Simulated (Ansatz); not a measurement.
This script for the Python package of Ansatz (0.2.0) starts 5 runs on C₂H₄Cl₂Si, SMILES ClC1C[SiH]1Cl. What input does the engine get in each?

`methods_c2h4cl2si.py`:
```python
"""One geometry of C2H4Cl2Si, method by method."""

from pathlib import Path

import ansatz as az
import numpy as np

molecule = (
    az.Crystal.molecule()
    .atom("Cl", [-1.0136, -1.7696, 1.4228])
    .atom("C", [-0.2668, -0.2598, 0.905])
    .atom("C", [0.8196, -0.3463, -0.0796])
    .atom("Si", [-0.698, 0.5207, -0.6586])
    .atom("Cl", [-0.3027, 2.4744, -0.8895])
    .atom("H", [-0.147, 0.4155, 1.7565])
    .atom("H", [1.7071, 0.3426, 0.0166])
    .atom("H", [1.0681, -1.2529, -0.6054])
    .atom("H", [-1.0783, -0.1708, -1.8851])
)

setup = molecule.calculation().basis(gaussian="def2-SVP")

print("functional    E (Ha)        dipole (D)   HOMO (eV)  LUMO (eV)")
for name in ["pbe0", "lda", "hf", "cam_b3lyp", "r2scan"]:
    report = setup.functional(name).forces().orbitals().run(threads=1, backend="cpu", runs_dir="runs").report
    lines = Path(report["orbitals_path"]).read_text().splitlines()
    field_of = lambda key: [line.split("=")[1].strip() for line in lines if line.startswith(key)]
    orbitals = [(27.211386 * float(e), s, float(n)) for e, s, n in zip(field_of("Ene="), field_of("Spin="), field_of("Occup="))]
    homo = max(e for e, _, n in orbitals if n > 0.5)
    lumo = min(e for e, _, n in orbitals if n < 0.5)
    dipole = 4.803205 * np.linalg.norm(report["charge_distribution"]["dipole_moment_e_ang"])
    print(f"{name:10s} {report['free_energy_ev'] / 27.211386246:14.6f} {dipole:9.3f} {homo:11.3f} {lumo:10.3f}")
```

Run 1:
```yaml
crystal:
  periodic: [false, false, false]
  atoms:
    - { symbol: Cl, position_ang: [-1.0136, -1.7696, 1.4228] }
    - { symbol: C, position_ang: [-0.2668, -0.2598, 0.905] }
    - { symbol: C, position_ang: [0.8196, -0.3463, -0.0796] }
    - { symbol: Si, position_ang: [-0.698, 0.5207, -0.6586] }
    - { symbol: Cl, position_ang: [-0.3027, 2.4744, -0.8895] }
    - { symbol: H, position_ang: [-0.147, 0.4155, 1.7565] }
    - { symbol: H, position_ang: [1.7071, 0.3426, 0.0166] }
    - { symbol: H, position_ang: [1.0681, -1.2529, -0.6054] }
    - { symbol: H, position_ang: [-1.0783, -0.1708, -1.8851] }
basis:
  gaussian:
    orbitals: def2-SVP
hamiltonian:
  xc: pbe0
output:
  orbitals: {}
  forces: true
```

Run 2, against run 1:
```diff
-  xc: pbe0
+  xc: lda
```

Run 3, against run 1:
```diff
-  xc: pbe0
+  xc: hf
```

Run 4, against run 1:
```diff
-  xc: pbe0
+  xc: cam_b3lyp
```

Run 5, against run 1:
```diff
-  xc: pbe0
+  xc: r2scan
```

`python methods_c2h4cl2si.py` gives:
```text
functional    E (Ha)        dipole (D)   HOMO (eV)  LUMO (eV)
pbe0         -1287.539549     0.613      -6.731     -0.807
lda          -1283.187556     0.586      -5.648     -1.699
hf           -1285.524718     0.873      -9.273      2.470
cam_b3lyp    -1288.030600     0.627      -7.933      0.325
r2scan       -1287.925915     0.649      -5.858     -1.514
```

Caveats:
- Total energies depend on the basis set; only differences at equal settings carry meaning.
- The geometry is a force-field or estimated start, not a minimum of this method, and the basis set is short of its limit. A lower total doesn't mark the better method: functionals have no common bound, and MP2 and coupled cluster aren't variational.
- Levels such as HOMO and LUMO are orbital energies: with these approximate functionals they aren't the ionisation energy and electron affinity, and their gap isn't the fundamental gap.
- The whole script took 14 s on 1 thread of Intel(R) Xeon(R) Processor @ 2.30GHz, on a shared host, peak memory 0.36 GiB.
